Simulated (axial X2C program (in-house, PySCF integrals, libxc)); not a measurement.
# TaN⁺: EOM-IP-CCSD levels

Wanted for TaN⁺: EOM-IP-CCSD levels, at the two-component level.

The runs use an in-house X2C program for linear molecules on PySCF integrals; two-component X2C with atomic mean-field terms, Ta dyall-cv3z, N dyall-av3z.

All values are calculated.

## Step 1: Input

File task.json:

```json
{"zs": [73, 7], "q": 1, "bas": ["dyall-cv3z", "dyall-av3z"], "r0": 1.86, "eom": "ip", "rq": 0, "thr": -2.0, "nmax": 95, "grid": [1, 0.96, 1.045, 0.92, 1.09, 1.15]}
```

Keys: zs atomic numbers; q charge; bas basis sets; r0 starting distance in Å; eom kind of EOM run; thr threshold in hartree for freezing inner shells (an s shell follows its p shell); nmax most natural virtual spinors; grid distances as factors.

The run is started by

```sh
$ python soeom.py task.json out
```

Further steps of the session: EOM-IP-CCSD at 1.674 Å.

Before running it: what results should come out? Wanted: next root led by one particle; T1 of the reference; lowest state, Re and ωe.

The runs gave:

| quantity | value |
| --- | --- |
| lowest root at 1.674 Å | Ω = 1/2, 8.467 eV |
| next root led by one particle | Ω = 1/2, about 16700 cm⁻¹ higher |
| T1 of the reference | 0.027 |
| lowest state, Re and ωe | 1.649 Å, 1154 cm⁻¹ |

In words: Removing an electron from the reference determinant of TaN costs 8.47 eV and empties a spinor of 57% Ta sσ, 16% N pσ, 10% Ta pσ. Errors of 0.1 to 0.3 eV are usual at this size, and roots led by higher excitations are left out, so the list is incomplete, and low states of that kind can be missing. T1 or the largest double amplitude of the reference is raised, which lowers the reliability. The bond is 0.026 Å shorter than in the closed-shell reference at CCSD (1.675 Å).
